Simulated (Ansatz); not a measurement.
# Li: the cost of one run

Computed with Ansatz 0.2.0 (DFT PBEsol, scalar-relativistic, unless a step's input says otherwise).

### 1 The system as given

The structure is cubic, space group Im-3m (No. 229). The conventional cell has a = 3.500 Å, b = 3.500 Å, c = 3.500 Å, α = 90.00°, β = 90.00°, γ = 90.00°. Around Li (site symmetry m-3m) lie 8 Li at 3.03 Å.

Coordinates:

```
Li
1.0
    -1.75000    1.75000    1.75000
     1.75000   -1.75000    1.75000
     1.75000    1.75000   -1.75000
Li
1
Cartesian
  0.0000 0.0000 0.0000
```

### 2 The deformed structure

Space group Im-3m before, I4/mmm after.

### 3 Full-potential LAPW

Input file input.yaml:

```yaml
crystal:
  lattice:
    - [-1.715, 1.715, 1.75]
    - [1.715, -1.715, 1.75]
    - [1.715, 1.715, -1.75]
  atoms:
    - { symbol: Li, position: [0.0, 0.0, 0.0] }
kpoints:
  mp_grid: { grid: [15, 15, 15] }
  band_path:
    path:
      - [0.0, 0.0, 0.0]
      - [0.0, 0.0, 0.5]
      - [0.25, 0.25, 0.25]
      - [0.0, 0.5, 0.0]
      - [0.0, 0.0, 0.0]
      - [0.5, 0.5, -0.5]
      - [0.4901, 0.5099, -0.4901]
      - [-0.4901, 0.4901, 0.4901]
      - [0.0, 0.0, 0.0]
    npoints: 5
scf:
  occupations: { method: fermi_dirac, width: 0.08 }
hamiltonian:
  xc: pbesol
  pseudopotentials: { kind: all_electron, lapw: { basis_error: 0.00025 } }
output:
  forces: true
  stress: true
  eigenvalues: true
```

Started as:

```
$ ansatz run input.yaml --threads 1 --pin off --max-ram 3072MiB --backend cpu --events-out ev --progress --plain --runs-dir out
```

Q: Estimate wall time and peak memory on 1 thread of Arm Neoverse V2, shared host.

About 3.6 s, with a peak of 0.22 GiB.
